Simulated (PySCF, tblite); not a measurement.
# n-Bu2O: geometry, infrared bands, NMR shifts and electronic excitations

What infrared bands, NMR shifts and electronic excitations should n-Bu2O (`CCCCOCCCC`) show?

The runs use tblite 0.8.0 and PySCF 2.14.0, with density-fitted response routines of our own; the level of theory stands in each step. All values are computed, except where a source is named. Atoms count from 0, in the outputs and in this text.

## (1) The molecule as given

27 atoms, charge 0, multiplicity 1; geometry from: GFN2-xTB.

Bonds of the start (Å): C0–C1 1.52, C1–C2 1.53, C2–C3 1.52, C3–O4 1.41, O4–C5 1.41, C5–C6 1.52, C6–C7 1.53, C7–C8 1.52, C0–H9 1.09, C0–H10 1.09, C0–H11 1.09, C1–H12 1.09, C1–H13 1.09, C2–H14 1.09, C2–H15 1.09, C3–H16 1.10, C3–H17 1.10, C5–H18 1.10, C5–H19 1.10, C6–H20 1.09, C6–H21 1.09, C7–H22 1.09, C7–H23 1.09, C8–H24 1.09, C8–H25 1.09, C8–H26 1.09.

## (2) Infrared spectrum with GFN2-xTB

What the job is given:

```
{"job": {"kind": "ir", "xc": "GFN2-xTB", "basis": "xTB"}, "charge": 0, "multiplicity": 1}
C     -3.653491     1.821713    -0.133250
C     -2.684652     0.664701    -0.339118
C     -2.292800     0.017222     0.986480
C     -1.292508    -1.116920     0.794088
O     -0.084861    -0.584196     0.307395
C      0.904401    -1.557930     0.078908
C      2.167135    -0.872091    -0.429934
C      2.785453     0.040937     0.625562
C      4.024599     0.750853     0.096154
H     -3.203929     2.587582     0.494480
H     -3.921411     2.272794    -1.085657
H     -4.564062     1.474989     0.351158
H     -3.145384    -0.085914    -0.985842
H     -1.779253     1.021704    -0.831130
H     -1.838970     0.768424     1.634646
H     -3.179806    -0.378113     1.485436
H     -1.115181    -1.631934     1.753407
H     -1.690436    -1.860152     0.082645
H      1.116584    -2.106078     1.012326
H      0.544569    -2.289104    -0.664573
H      2.885957    -1.637651    -0.729447
H      1.904959    -0.281879    -1.309420
H      3.050833    -0.552038     1.504093
H      2.038343     0.775013     0.929393
H      3.773569     1.356285    -0.771960
H      4.448740     1.401271     0.857498
H      4.781707     0.026935    -0.199234
```

**Question.** This job is followed by: PBE0-D3(BJ)/def2-SVP geometry optimisation, gas phase; GIAO PBE0/pcSseg-1 NMR shielding, non-relativistic, gas phase; TDDFT CAM-B3LYP/def2-SVPD, vertical, gas phase, core orbitals frozen in the response; GIAO KT3/pcSseg-1 NMR shielding, non-relativistic, gas phase. What will the session give for the following? strongest single infrared mode (GFN2-xTB); zero-point energy (GFN2-xTB); point group; rotational constants (main isotopes); ¹³C shifts against TMS (PBE0/pcSseg-1, means over atoms taken as alike); ¹H shifts against TMS (PBE0/pcSseg-1, means over atoms taken as alike); ¹⁷O shifts against H2O (PBE0/pcSseg-1); lowest singlet (CAM-B3LYP/def2-SVPD); lowest triplet; vertical ionisation energy (ΔSCF); range of the shift of O4.

The runs gave:

```
                                                               quantity                        value
                              strongest single infrared mode (GFN2-xTB)        2813 cm⁻¹, 135 km/mol
                                           zero-point energy (GFN2-xTB)               154.6 kcal/mol
                                                            point group                           C2
                                   rotational constants (main isotopes)         2.79, 0.57, 0.51 GHz
¹³C shifts against TMS (PBE0/pcSseg-1, means over atoms taken as alike)   72.8, 35.5, 23.3, 16.4 ppm
 ¹H shifts against TMS (PBE0/pcSseg-1, means over atoms taken as alike)   3.24, 1.35, 1.31, 0.96 ppm
                                 ¹⁷O shifts against H2O (PBE0/pcSseg-1)                     50.9 ppm
                                   lowest singlet (CAM-B3LYP/def2-SVPD)  7.21 eV (172 nm), f = 0.037
                                                         lowest triplet                      7.02 eV
                                      vertical ionisation energy (ΔSCF)                      9.50 eV
                                               range of the shift of O4             50.9 to 63.1 ppm
```

**Reading.** All 75 modes are real, so the xTB geometry is a minimum. Unscaled tight-binding wavenumbers are off by several per cent, some by more. Its intensities can rank the bands wrongly. The optimisation took 3 steps and gained 0.076 eV; among the close pairs (by a distance rule), C0–H9 changed most, from 1.088 to 1.102 Å. The most deshielded hydrogen is H16, H17, H18, H19 (mean) (hydrogen on an sp3 CH2 bonded to O), at 3.24 ppm: its carbon carries O, hence the downfield position. At PBE0/pcSseg-1: Shielding is most anisotropic at C3, C5 (span 70 ppm, paramagnetic term -133 ppm). The lowest singlet, at 7.21 eV, is HOMO→LUMO 0.69, HOMO→LUMO+2 0.23 and is weak. The lowest triplet lies 0.19 eV below the lowest singlet (triplets in Tamm-Dancoff, singlets in full TDDFT). ΔSCF puts the ionisation energy at 9.50 eV, 0.73 eV above −ε(HOMO). In ppm, O4 moves most: its shift spreads over 12.2 ppm, from 50.9 (PBE0/pcSseg-1) to 63.1 (KT3/pcSseg-1).
